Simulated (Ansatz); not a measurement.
# CsPbBr3: the cost of one run

Program: Ansatz 0.2.0. Level of theory: DFT PBEsol, scalar-relativistic, plane waves, PAW, and further levels as typed in the inputs. These are calculated values, not measurements.

### 1 The starting structure

The structure is orthorhombic, space group Pnma (No. 62). The conventional cell has a = 8.244 Å, b = 11.735 Å, c = 8.198 Å, α = 90.00°, β = 90.00°, γ = 90.00°. Cs (site symmetry m) is surrounded by 8 Br at 3.68 to 4.15 Å. Around Pb (site symmetry -1) lie 6 Br at 2.96 Å. Br (site symmetry 1) is surrounded by 2 Pb at 2.96 Å and 3 Cs at 3.68 to 4.15 Å. Br (site symmetry m) is surrounded by 2 Pb at 2.96 Å and 2 Cs at 3.79 to 3.86 Å.

As a file:

```cif
data_structure
_symmetry_space_group_name_H-M 'Pnma'
_symmetry_Int_Tables_number 62
_cell_length_a 8.2440
_cell_length_b 11.7351
_cell_length_c 8.1982
_cell_angle_alpha 90.000
_cell_angle_beta 90.000
_cell_angle_gamma 90.000
_cell_volume 793.13
loop_
_atom_site_label
_atom_site_type_symbol
_atom_site_symmetry_multiplicity
_atom_site_Wyckoff_symbol
_atom_site_fract_x
_atom_site_fract_y
_atom_site_fract_z
_atom_site_occupancy
Cs1 Cs 4 c 0.53100 0.25000 0.00702 1
Pb1 Pb 4 a 0.00000 0.50000 0.00000 1
Br1 Br 8 d 0.29347 0.47611 0.20607 1
Br2 Br 4 c 0.00370 0.75000 0.04550 1
```

The structure rests on an entry of the Crystallography Open Database; cell or positions may have been set otherwise for this series.

### 2 Relaxing cell and atoms: CsPbBr3, no spin

input.yaml reads:

```yaml
crystal:
  lattice:
    - [8.244, 0.0, 0.0]
    - [0.0, 11.7351, 0.0]
    - [0.0, 0.0, 8.1982]
  atoms:
    - { symbol: Cs, position: [0.531, 0.25, 0.00702] }
    - { symbol: Cs, position: [0.969, 0.75, 0.50702] }
    - { symbol: Cs, position: [0.031, 0.25, 0.49298] }
    - { symbol: Cs, position: [0.469, 0.75, 0.99298] }
    - { symbol: Pb, position: [0.0, 0.5, 0.0] }
    - { symbol: Pb, position: [0.5, 0.5, 0.5] }
    - { symbol: Pb, position: [0.5, 0.0, 0.5] }
    - { symbol: Pb, position: [0.0, 0.0, 0.0] }
    - { symbol: Br, position: [0.29347, 0.47611, 0.20607] }
    - { symbol: Br, position: [0.20653, 0.52389, 0.70607] }
    - { symbol: Br, position: [0.79347, 0.02389, 0.29393] }
    - { symbol: Br, position: [0.70653, 0.97611, 0.79393] }
    - { symbol: Br, position: [0.70653, 0.52389, 0.79393] }
    - { symbol: Br, position: [0.79347, 0.47611, 0.29393] }
    - { symbol: Br, position: [0.20653, 0.97611, 0.70607] }
    - { symbol: Br, position: [0.29347, 0.02389, 0.20607] }
    - { symbol: Br, position: [0.0037, 0.75, 0.0455] }
    - { symbol: Br, position: [0.4963, 0.25, 0.5455] }
    - { symbol: Br, position: [0.5037, 0.75, 0.4545] }
    - { symbol: Br, position: [0.9963, 0.25, 0.9545] }
scf:
  occupations: { method: fixed }
output:
  forces: true
  stress: true
  eigenvalues: true
  write_density: true
  write_potential: true
  elf: true
  volumetric_format: npy
kpoints:
  mp_grid: { grid: [4, 2, 4] }
hamiltonian:
  xc: pbesol
relax:
  f_tol: 0.005
  max_steps: 60
  cell: { stress_tol: 0.03 }
```

Command:

```sh
$ ansatz run input.yaml --threads 16 --pin off --max-ram 49152MiB --backend cpu --events-out ev --progress --plain --runs-dir out
```

**Question.** How long does this run take on 16 threads of AMD EPYC 7R43 (Zen 3), shared host, and how much memory does it need?

About 90 s, with a peak of 7.1 GiB.
